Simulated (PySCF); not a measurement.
# Silicon trifluoride radical (SiF3) radical: EPR parameters at several levels of theory

Aim: compute the EPR parameters of Silicon trifluoride radical (SiF3) radical (`F[Si](F)F`) at several levels, and see how far they spread and what each costs.

Programs: PySCF 2.14.0, with density-fitted response routines of our own. Each step states its level of theory. These are calculated values for one molecule in the gas phase, unless marked as measured. Atoms are numbered from 0 throughout.

### 1 The starting structure

4 atoms, charge 0, multiplicity 2; geometry from: GFN2-xTB.

Bonds of the start (Å): F0–Si1 1.59, Si1–F2 1.59, Si1–F3 1.59.

### 2 Optimising the geometry at PBE0-D3(BJ)/def2-SVP

The job: settings as JSON, then the geometry in Å.

```
{"job": {"xc": "PBE0", "basis": "def2-SVP", "d3": "d3bj", "grid": 1, "kind": "geom"}, "charge": 0, "multiplicity": 2}
F      1.456010    -0.033070    -0.173090
Si     0.004710     0.000890     0.476500
F     -0.688810     1.277570    -0.171170
F     -0.751440    -1.235840    -0.177940
```

What it wrote:

```text
step   0  E = -588.40486998  max force = 0.017751
step   1  E = -588.40723959  max force = 0.012171
step   2  E = -588.40770129  max force = 0.000851
step   3  E = -588.40771750  max force = 0.000272
step   4  E = -588.40773743  max force = 0.000509
step   5  E = -588.40777438  max force = 0.001649
step   6  E = -588.40778420  max force = 0.002058
step   7  E = -588.40780541  max force = 0.001195
step   8  E = -588.40783495  max force = 0.000569
step   9  E = -588.40785438  max force = 0.001009
step  10  E = -588.40789274  max force = 0.002276
step  11  E = -588.40791575  max force = 0.001073
step  12  E = -588.40792666  max force = 0.000548
step  13  E = -588.40793439  max force = 0.000098
optimisation converged
```

Run time: 20 s. Hardware: 1 thread, shared host.

Step by step:

```csv
step,energy from step 0 (eV),largest force component (eV/Å)
0,0.0000,0.9128
1,-0.0645,0.6259
2,-0.0770,0.0438
3,-0.0775,0.0140
4,-0.0780,0.0262
5,-0.0790,0.0848
6,-0.0793,0.1058
7,-0.0799,0.0614
8,-0.0807,0.0293
9,-0.0812,0.0519
10,-0.0823,0.1170
11,-0.0829,0.0552
12,-0.0832,0.0282
13,-0.0834,0.0050
```

Close pairs (by a distance rule), those that changed most:

```csv
bond,before (Å),after (Å),change (Å)
F0–Si1,1.590,1.608,+0.018
Si1–F3,1.590,1.608,+0.018
Si1–F2,1.591,1.608,+0.017
```

The next job starts from the end point, and lists it.

```csv
at the end point,value
point group (found at 0.08 Å tolerance),C3v
"rotational constants (GHz, main isotopes)","7.182, 7.175, 3.944"
dipole moment (D),1.42
⟨S²⟩,0.751
```

### 3 g tensor and hyperfine couplings: B3LYP/IGLO-III

The job: settings as JSON, then the geometry in Å.

```
{"job": {"kind": "epr"}, "charge": 0, "multiplicity": 2}
F      1.465468    -0.007717    -0.379828
Si     0.070252    -0.003726     0.419557
F     -0.744032     1.309008    -0.027126
F     -0.771218    -1.288015    -0.058303
```

Level: UKS B3LYP, IGLO-III on F Si, non-relativistic, mean-field spin-orbit, GIAO.

What it wrote:

```text
UKS, coarse grid
  cycle   1  E = -589.18760712  |g| = 6.85e-01
  cycle   2  E = -588.87915331  |g| = 1.25e+00
  cycle   3  E = -589.33522428  |g| = 2.36e-02
  cycle   4  E = -589.33541581  |g| = 1.06e-02
  cycle   5  E = -589.33544399  |g| = 7.62e-04
  cycle   6  E = -589.33544493  |g| = 3.86e-04
UKS, final grid
  cycle   1  E = -589.33572131  |g| = 4.93e-04
  cycle   2  E = -589.33572120  |g| = 8.08e-04
  cycle   3  E = -589.33572138  |g| = 2.56e-05
  cycle   4  E = -589.33572138  |g| = 6.02e-06
E = -589.33572138 Eh   <S^2> = 0.7510 (exact 0.7500)
g shifts (ppm)      1          2          3
  rmc          -233       -233       -233
  gc            120        120         65
  oz_so       -2209      -2208       -470
  total       -2322      -2321       -638
hyperfine (MHz)  atom isotope    a_iso     a_fc   dipolar eigenvalues
    0   19F     347.88     346.88   -141.25   -135.47    276.72
    1  29Si   -1455.87   -1456.96   -112.29     56.14     56.14
    2   19F     347.85     346.85   -141.29   -135.50    276.78
    3   19F     348.22     347.22   -141.37   -135.57    276.94
```

It took 10 s on 1 thread, shared host.

Principal g values 2.00000, 2.00000, 2.00168; g(iso) = 2.00056, against 2.00232 for a free electron.

Hyperfine couplings; where a row names several nuclei, a(iso) is their mean (it holds for fast rotation or exchange) and the dipolar term the largest among them:

```
    nuclei  isotope  a(iso) (MHz)  a(iso) (G, at g = 2.0023)  largest dipolar term (MHz)
       Si1     29Si       -1455.9                     -519.5                      -112.3
F0, F2, F3      19F         348.0                      124.2                       276.9
```

Mulliken spin populations:

| atom | value (e) |
| --- | --- |
| F0 | 0.03 |
| Si1 | 0.92 |
| F2 | 0.03 |
| F3 | 0.03 |

In first order the couplings over 0.8 MHz of 19F give 4 distinct lines over 372.5 G, if the averaged nuclei exchange fast.

### 4 EPR parameters: PBE/IGLO-III

Settings changed since step 3:

```diff
@@ -1,2 +1,2 @@
-{"job": {"kind": "epr"}, "charge": 0, "multiplicity": 2}
+{"job": {"kind": "epr", "xc": "PBE"}, "charge": 0, "multiplicity": 2}
 F      1.465468    -0.007717    -0.379828
```

With the program's defaults for keys left out, this is: UKS PBE, IGLO-III on F Si, non-relativistic, mean-field spin-orbit, GIAO.

What it wrote:

```text
UKS, coarse grid
  cycle   1  E = -588.74187095  |g| = 6.90e-01
  cycle   2  E = -588.09602647  |g| = 1.61e+00
  cycle   3  E = -588.88827406  |g| = 3.49e-02
  cycle   4  E = -588.88858605  |g| = 1.56e-02
  cycle   5  E = -588.88865850  |g| = 1.95e-03
  cycle   6  E = -588.88865912  |g| = 4.46e-04
UKS, final grid
  cycle   1  E = -588.88895449  |g| = 6.81e-04
  cycle   2  E = -588.88895403  |g| = 1.43e-03
  cycle   3  E = -588.88895463  |g| = 1.05e-04
  cycle   4  E = -588.88895464  |g| = 4.08e-05
  cycle   5  E = -588.88895464  |g| = 7.97e-06
E = -588.88895464 Eh   <S^2> = 0.7511 (exact 0.7500)
g shifts (ppm)      1          2          3
  rmc          -224       -224       -224
  gc            118        118         65
  oz_so       -2172      -2170       -547
  total       -2279      -2277       -706
hyperfine (MHz)  atom isotope    a_iso     a_fc   dipolar eigenvalues
    0   19F     320.92     319.95   -142.38   -134.47    276.84
    1  29Si   -1359.80   -1360.86   -103.35     51.67     51.68
    2   19F     320.91     319.93   -142.40   -134.48    276.89
    3   19F     321.25     320.27   -142.49   -134.56    277.05
```

Wall time 5.5 s (1 thread, shared host).

Key values: g(iso) 2.00057.

### 5 EPR parameters: PBE0/IGLO-III

The job: settings as JSON, then the geometry in Å.

```
{"job": {"kind": "epr", "xc": "PBE0"}, "charge": 0, "multiplicity": 2}
F      1.465468    -0.007717    -0.379828
Si     0.070252    -0.003726     0.419557
F     -0.744032     1.309008    -0.027126
F     -0.771218    -1.288015    -0.058303
```

Level: UKS PBE0, IGLO-III on F Si, non-relativistic, mean-field spin-orbit, GIAO.

What it wrote:

```text
UKS, coarse grid
  cycle   1  E = -588.77798165  |g| = 6.29e-01
  cycle   2  E = -588.58910180  |g| = 1.04e+00
  cycle   3  E = -588.90612507  |g| = 2.32e-02
  cycle   4  E = -588.90635544  |g| = 9.30e-03
  cycle   5  E = -588.90638310  |g| = 1.14e-03
  cycle   6  E = -588.90638492  |g| = 2.69e-04
UKS, final grid
  cycle   1  E = -588.90660083  |g| = 2.82e-04
  cycle   2  E = -588.90660081  |g| = 4.20e-04
  cycle   3  E = -588.90660086  |g| = 2.05e-05
  cycle   4  E = -588.90660086  |g| = 1.25e-05
E = -588.90660086 Eh   <S^2> = 0.7511 (exact 0.7500)
g shifts (ppm)      1          2          3
  rmc          -224       -224       -224
  gc            114        114         62
  oz_so       -2245      -2243       -502
  total       -2355      -2353       -664
hyperfine (MHz)  atom isotope    a_iso     a_fc   dipolar eigenvalues
    0   19F     332.65     331.78   -137.11   -128.84    265.94
    1  29Si   -1406.29   -1407.36   -110.72     55.36     55.36
    2   19F     332.65     331.78   -137.13   -128.85    265.98
    3   19F     333.00     332.13   -137.22   -128.93    266.15
```

Run time: 10 s. Hardware: 1 thread, shared host.

This run: g(iso) 2.00053.

### 6 EPR parameters: BHandHLYP/IGLO-III

The job: settings as JSON, then the geometry in Å.

```
{"job": {"kind": "epr", "xc": "BHandHLYP"}, "charge": 0, "multiplicity": 2}
F      1.465468    -0.007717    -0.379828
Si     0.070252    -0.003726     0.419557
F     -0.744032     1.309008    -0.027126
F     -0.771218    -1.288015    -0.058303
```

Method: UKS BHandHLYP, IGLO-III on F Si, non-relativistic, mean-field spin-orbit, GIAO.

What it wrote:

```text
UKS, coarse grid
  cycle   1  E = -589.07891945  |g| = 6.16e-01
  cycle   2  E = -589.04282583  |g| = 7.69e-01
  cycle   3  E = -589.20749303  |g| = 2.66e-02
  cycle   4  E = -589.20805340  |g| = 9.90e-03
  cycle   5  E = -589.20812482  |g| = 2.24e-03
  cycle   6  E = -589.20812898  |g| = 4.72e-04
UKS, final grid
  cycle   1  E = -589.20830704  |g| = 2.12e-04
  cycle   2  E = -589.20830709  |g| = 9.66e-05
  cycle   3  E = -589.20830710  |g| = 7.84e-05
  cycle   4  E = -589.20830710  |g| = 1.76e-05
E = -589.20830710 Eh   <S^2> = 0.7516 (exact 0.7500)
g shifts (ppm)      1          2          3
  rmc          -235       -235       -235
  gc            119        119         63
  oz_so       -2258      -2256       -410
  total       -2374      -2373       -582
hyperfine (MHz)  atom isotope    a_iso     a_fc   dipolar eigenvalues
    0   19F     370.71     369.81   -135.97   -130.89    266.87
    1  29Si   -1494.47   -1495.56   -119.76     59.88     59.88
    2   19F     370.72     369.81   -136.00   -130.91    266.91
    3   19F     371.10     370.20   -136.08   -130.99    267.07
```

Wall time 11 s (1 thread, shared host).

Key values: g(iso) 2.00054.

### 7 EPR parameters: HF/IGLO-III

The job: settings as JSON, then the geometry in Å.

```
{"job": {"kind": "epr", "xc": "HF"}, "charge": 0, "multiplicity": 2}
F      1.465468    -0.007717    -0.379828
Si     0.070252    -0.003726     0.419557
F     -0.744032     1.309008    -0.027126
F     -0.771218    -1.288015    -0.058303
```

Method: UKS HF, IGLO-III on F Si, non-relativistic, mean-field spin-orbit, GIAO.

What it wrote:

```text
UKS, final grid
  cycle   1  E = -587.43506048  |g| = 5.36e-01
  cycle   2  E = -587.51895474  |g| = 3.44e-01
  cycle   3  E = -587.55141535  |g| = 4.24e-02
  cycle   4  E = -587.55337056  |g| = 1.40e-02
  cycle   5  E = -587.55364940  |g| = 4.32e-03
  cycle   6  E = -587.55367537  |g| = 1.78e-03
  cycle   7  E = -587.55367986  |g| = 6.34e-04
  cycle   8  E = -587.55368044  |g| = 1.71e-04
  cycle   9  E = -587.55368048  |g| = 6.72e-05
  cycle  10  E = -587.55368049  |g| = 2.14e-05
  cycle  11  E = -587.55368049  |g| = 9.91e-06
E = -587.55368049 Eh   <S^2> = 0.7520 (exact 0.7500)
g shifts (ppm)      1          2          3
  rmc          -217       -217       -217
  gc            105        105         55
  oz_so       -2401      -2400       -452
  total       -2514      -2512       -614
hyperfine (MHz)  atom isotope    a_iso     a_fc   dipolar eigenvalues
    0   19F     366.38     365.88   -112.67   -102.83    215.51
    1  29Si   -1464.82   -1465.94   -122.73     61.36     61.37
    2   19F     366.42     365.92   -112.69   -102.85    215.54
    3   19F     366.79     366.28   -112.77   -102.91    215.69
```

Wall time 8.4 s (1 thread, shared host).

This run: g(iso) 2.00044.

### 8 EPR parameters: CAM-B3LYP/IGLO-III

The job: settings as JSON, then the geometry in Å.

```
{"job": {"kind": "epr", "xc": "CAM-B3LYP"}, "charge": 0, "multiplicity": 2}
F      1.465468    -0.007717    -0.379828
Si     0.070252    -0.003726     0.419557
F     -0.744032     1.309008    -0.027126
F     -0.771218    -1.288015    -0.058303
```

With the program's defaults for keys left out, this is: UKS CAM-B3LYP, IGLO-III on F Si, non-relativistic, mean-field spin-orbit, GIAO.

What it wrote:

```text
UKS, coarse grid
  cycle   1  E = -589.12224272  |g| = 6.53e-01
  cycle   2  E = -589.02908984  |g| = 9.28e-01
  cycle   3  E = -589.26226951  |g| = 2.93e-02
  cycle   4  E = -589.26287173  |g| = 1.07e-02
  cycle   5  E = -589.26296994  |g| = 2.79e-03
  cycle   6  E = -589.26297843  |g| = 6.53e-04
UKS, final grid
  cycle   1  E = -589.26321944  |g| = 3.31e-04
  cycle   2  E = -589.26321952  |g| = 2.86e-04
  cycle   3  E = -589.26321954  |g| = 9.30e-05
  cycle   4  E = -589.26321955  |g| = 3.08e-05
  cycle   5  E = -589.26321955  |g| = 5.98e-06
E = -589.26321955 Eh   <S^2> = 0.7511 (exact 0.7500)
g shifts (ppm)      1          2          3
  rmc          -233       -233       -233
  gc            121        121         65
  oz_so       -2262      -2260       -477
  total       -2374      -2372       -645
hyperfine (MHz)  atom isotope    a_iso     a_fc   dipolar eigenvalues
    0   19F     350.12     349.17   -141.51   -134.74    276.25
    1  29Si   -1471.81   -1472.90   -115.68     57.84     57.84
    2   19F     350.11     349.16   -141.53   -134.76    276.30
    3   19F     350.49     349.54   -141.62   -134.84    276.46
```

Wall time 15 s (1 thread, shared host).

In short: g(iso) 2.00052.

### 9 Side by side: EPR parameters

g, ⟨S²⟩ and isotropic hyperfine couplings (MHz), with basis size and wall time:

```csv
run,g(iso),⟨S²⟩,29Si Si1,19F F0 (mean),functions,time
B3LYP/IGLO-III,2.00056,0.751,-1455.9,348.0,149,10 s
PBE/IGLO-III,2.00057,0.751,-1359.8,321.0,149,5.5 s
PBE0/IGLO-III,2.00053,0.751,-1406.3,332.8,149,10 s
BHandHLYP/IGLO-III,2.00054,0.752,-1494.5,370.8,149,11 s
HF/IGLO-III,2.00044,0.752,-1464.8,366.5,149,8.4 s
CAM-B3LYP/IGLO-III,2.00052,0.751,-1471.8,350.2,149,15 s
```

### 10 Outcome

```
                            quantity                     value
                         point group                       C3v
rotational constants (main isotopes)      7.18, 7.17, 3.94 GHz
                      g(iso) (B3LYP)                   2.00056
                                ⟨S²⟩        0.751 (exact 0.75)
  largest a(iso) (averaged by class)  29Si on Si1, -1455.9 MHz
```

In words: Single values in the summary come from the first run of each kind that ended normally (B3LYP/IGLO-III), which need not be the best level. Relaxing lowered the energy by 0.083 eV in 13 steps; the close pair that moved most is F0–Si1, from 1.590 to 1.608 Å. Si1 carries the largest spin population, 0.92 e. The isotropic g lies 1.8 ppt below the free-electron value. The coupling of 29Si on Si1 runs from -1494.5 (BHandHLYP/IGLO-III) to -1359.8 MHz (PBE/IGLO-III).
